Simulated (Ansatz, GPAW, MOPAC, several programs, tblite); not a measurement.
# What each method gives for NiOSe (Janus 1T monolayer)

A free-standing Janus 1T monolayer of NiOSe, relaxed with r2SCAN in Ansatz, was computed with several methods. In-plane lattice: a = 3.142 Å, b = 3.142 Å, γ = 120.0°; thickness between the outer nuclei 2.22 Å. Ni has 3 O at 2.00 Å and 3 Se at 2.28 Å; O has 3 Ni at 2.00 Å; Se has 3 Ni at 2.28 Å. Simulation only: spin-unpolarised, and no claim that this is the phase found in nature.

```
Ni O Se
1.0
     3.14206    0.00000    0.00000
    -1.57103    2.72111    0.00000
     0.00000    0.00000   28.91779
Ni O Se
1 1 1
Direct
  0.00000 0.00000 0.31737
  0.33333 0.66667 0.34655
  0.66667 0.33333 0.26976
```
Two periodic directions, a and b.

Gaps and times are for a single point on this cell. Times are rough, from shared hosts (Arm Neoverse V2), and each method has its own mesh and cell size. PM6 (MOPAC) and PM7 (MOPAC): levels, charges or heat of formation failed a check of plausibility, so no values are given. PM6 (MOPAC), PM7 (MOPAC), GFN1-xTB (tblite), GFN2-xTB (tblite) treat a cluster of cells at its zone centre, which samples few k points: where these miss a band edge, the gap comes out too large for that reason alone. Gaps from k meshes are read at a limited set of points (mesh, symmetry points, PBE's band edges), so each method's own least gap may be somewhat smaller. xTB and the PM methods were fitted mostly to molecules, and can miss a solid's gap by electronvolts. Minimal bases can be far off for gaps. The open d shell was run without spin, which may not be the ground state of these methods, hybrids least of all. d marks a direct gap, i an indirect one (no mark: not told apart), a dash a value that wasn't computed or didn't pass its checks.

| method | kind | gap (eV) | atoms computed | processor time |
| --- | --- | --- | --- | --- |
| GFN1-xTB (tblite) | tight binding | 0.29 | 48 | 1.4 s |
| GFN2-xTB (tblite) | tight binding | 0 | 48 | 2.5 s |
| PM6 (MOPAC) | semi-empirical | – | 48 | 3.3 s |
| light PBE (260 eV and a coarse mesh) | light plane-wave | overlap 0.15 | 3 | 3.9 s |
| PBE/single zeta (GPAW) | small basis | 0.10 i | 3 | 7.7 s |
| PM7 (MOPAC) | semi-empirical | – | 48 | 7.9 s |
| PBE | semilocal | overlap 0.09 | 3 | 16 s |
| r2SCAN | semilocal | 0.08 i | 3 | 32 s |

With PBE the bands overlap or touch, or nearly. Semilocal functionals can close a real gap, so this doesn't show a metal; small gaps of other methods may in turn close between the points read or with spin-orbit coupling, and the solid may be a semimetal.

Spin-orbit coupling is left out.
